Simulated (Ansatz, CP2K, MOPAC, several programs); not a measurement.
BaZnSbF (P4/nmm) from semi-empirical methods to plane-wave DFT

BaZnSbF (from a published structure), relaxed with r2SCAN in Ansatz, was computed with several methods. The symmetry is P4/nmm (No. 129, tetragonal); conventional cell a = 4.454 Å, c = 9.752 Å, 24.18 Å³ an atom. Ba is surrounded by 4 F at 2.66 Å; Zn is surrounded by 4 Sb at 2.75 Å and 4 Zn at 3.15 Å; Sb is surrounded by 4 Zn at 2.75 Å; F is surrounded by 4 Ba at 2.66 Å. Spin-unpolarised calculation; the starting structure is a published one, and the numbers are computed.

```cif
data_structure
_symmetry_space_group_name_H-M 'P 1'
_symmetry_Int_Tables_number 1
_cell_length_a 4.4539
_cell_length_b 4.4539
_cell_length_c 9.7520
_cell_angle_alpha 90.000
_cell_angle_beta 90.000
_cell_angle_gamma 90.000
_cell_volume 193.45
loop_
_atom_site_label
_atom_site_type_symbol
_atom_site_fract_x
_atom_site_fract_y
_atom_site_fract_z
_atom_site_occupancy
Ba1 Ba 0.00000 0.50000 0.35071 1
Ba2 Ba 0.50000 0.00000 0.64929 1
Zn1 Zn 0.50000 0.50000 0.00000 1
Zn2 Zn 0.00000 0.00000 0.00000 1
Sb1 Sb 0.50000 0.00000 0.16501 1
Sb2 Sb 0.00000 0.50000 0.83499 1
F1 F 0.50000 0.50000 0.50000 1
F2 F 0.00000 0.00000 0.50000 1
```

Gaps and times are for a single point on this cell; volume and bulk modulus come from each method's own relaxation or energy curve at fixed shape, which is too stiff where a cell has free coordinates or axes. Times are rough, from shared hosts (Arm Neoverse V2), and each method has its own mesh and cell size. A double dagger marks a value from a curve with shape and coordinates held. PM7 (MOPAC) and PM6 (MOPAC): levels, charges or heat of formation failed a check of plausibility, so no values are given. PM6 (MOPAC), PM7 (MOPAC) treat a cluster of cells at its zone centre, which samples few k points: where these miss a band edge, the gap comes out too large for that reason alone. Gaps from k meshes are read at a limited set of points (mesh, symmetry points, PBE's band edges), so each method's own least gap may be somewhat smaller. xTB and the PM methods were fitted mostly to molecules, and can miss a solid's gap by electronvolts. Minimal bases can be far off for gaps. d marks a direct gap, i an indirect one (no mark: not told apart), a dash a value that wasn't computed or didn't pass its checks.

| method | kind | gap (eV) | own volume (Å³/atom) | bulk modulus (GPa) | atoms computed | processor time |
| --- | --- | --- | --- | --- | --- | --- |
| light PBE (260 eV, its own mesh) | light plane-wave | overlap 0.09 | – | – | 8 | 3.7 s |
| PM7 (MOPAC) | semi-empirical | – | – | – | 32 | 9.3 s |
| PBE/SZV (CP2K) | small basis | 0.30 d | – | – | 8 | 22 s |
| PBE | semilocal | overlap 0.16 | 24.71 | 49‡ | 8 | 27 s |
| PM6 (MOPAC) | semi-empirical | – | – | – | 32 | 35 s |
| PBE/DZVP (CP2K) | small basis | overlap 0.09 | 25.40‡ | 48‡ | 8 | 48 s |
| r2SCAN | semilocal | overlap 0.02 | 24.18 | 55‡ | 8 | 54 s |

Volumes against r2SCAN's: PBE +2.2 %.

Runs without a result: GFN1-xTB (tblite) (single point), GFN2-xTB (tblite) (single point).

With PBE and r2SCAN the bands overlap or touch, or nearly. Semilocal functionals can close a real gap, so this doesn't show a metal; small gaps of other methods may in turn close between the points read or with spin-orbit coupling, and the solid may be a semimetal.

No spin-orbit coupling is included; it can move band edges with weight on the heavy atoms by tenths of an eV.
